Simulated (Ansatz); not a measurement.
**C₄H₅F₃: small, medium and large basis sets**

Aim: see how fast density functionals converge with the basis set for C₄H₅F₃.

The runs use Ansatz 0.2.0, Gaussian basis; one geometry, several basis sets.

Levels to be run: PBE0-D4/def2-SVP; ωB97M-V/def2-SVP; PBE0-D4/def2-QZVPP; ωB97M-V/def2-QZVPP; the functionals' def2-TZVPP values are taken from earlier runs.

### Step 1. The geometry

All runs share one geometry, relaxed beforehand with PBE0-D4 in a triple-zeta def2 set.

SMILES `C/C=C(\F)C(F)F`, 12 atoms, charge 0, spin multiplicity 1.

Atoms are counted from 1 here; the program's logs count them from 0.

Bond lengths: C1–C2 1.486 Å, C1–H8 1.094 Å, C1–H9 1.094 Å, C1–H10 1.089 Å, C2–C3 1.320 Å, C2–H11 1.084 Å, C3–F4 1.342 Å, C3–C5 1.494 Å, C5–F6 1.358 Å, C5–F7 1.350 Å, C5–H12 1.096 Å. Angles: C2–C1–H8 110.6°, C2–C1–H9 110.5°, C2–C1–H10 111.8°, H8–C1–H9 106.8°, H8–C1–H10 108.6°, H9–C1–H10 108.4°, C1–C2–C3 125.2°, C1–C2–H11 119.0°, C3–C2–H11 115.9°, C2–C3–F4 122.5°, C2–C3–C5 127.0°, F4–C3–C5 110.5°, C3–C5–F6 110.1°, C3–C5–F7 110.6°, C3–C5–H12 112.0°, F6–C5–F7 107.8°, F6–C5–H12 107.4°, F7–C5–H12 108.8°.

### Step 2. PBE0-D4 in def2-SVP

in.yaml reads:

```yaml
crystal:
  periodic: [false, false, false]
  atoms:
    - {symbol: C, position_ang: [-0.311831, -1.919643, 0.335811]}
    - {symbol: C, position_ang: [0.338405, -0.594169, 0.163240]}
    - {symbol: C, position_ang: [-0.284388, 0.519719, -0.173695]}
    - {symbol: F, position_ang: [-1.604935, 0.564351, -0.410340]}
    - {symbol: C, position_ang: [0.326954, 1.870066, -0.362825]}
    - {symbol: F, position_ang: [-0.136719, 2.728354, 0.582493]}
    - {symbol: F, position_ang: [1.669950, 1.806373, -0.238545]}
    - {symbol: H, position_ang: [0.133489, -2.657569, -0.337470]}
    - {symbol: H, position_ang: [-0.162129, -2.289095, 1.354326]}
    - {symbol: H, position_ang: [-1.382435, -1.873358, 0.140213]}
    - {symbol: H, position_ang: [1.406890, -0.508614, 0.322689]}
    - {symbol: H, position_ang: [0.083549, 2.298186, -1.341898]}
basis:
  gaussian: {orbitals: def2-SVP}
hamiltonian: {xc: pbe0, dispersion: d4}
output: {orbitals: {seedname: orbitals}}
```

On the command line:

```bash
> ansatz run in.yaml --threads 4 --pin off --events-out ev --progress --plain --max-ram 11315MiB
```

The runs that follow: ωB97M-V in def2-SVP; PBE0-D4 in def2-QZVPP; ωB97M-V in def2-QZVPP.

Q: Predict the results of all the runs planned. Wanted: PBE0-D4: double and triple zeta above quadruple; ωB97M-V: double and triple zeta above quadruple.

The runs gave:

```
                                       quantity           value
PBE0-D4: double and triple zeta above quadruple  15.22, 0.64 eV
ωB97M-V: double and triple zeta above quadruple  15.61, 0.61 eV
```

For PBE0-D4 the step from double to triple zeta gains 14.59 eV and the next only 0.64 eV. Total energies overstate the basis error of differences, where much of it tends to cancel.
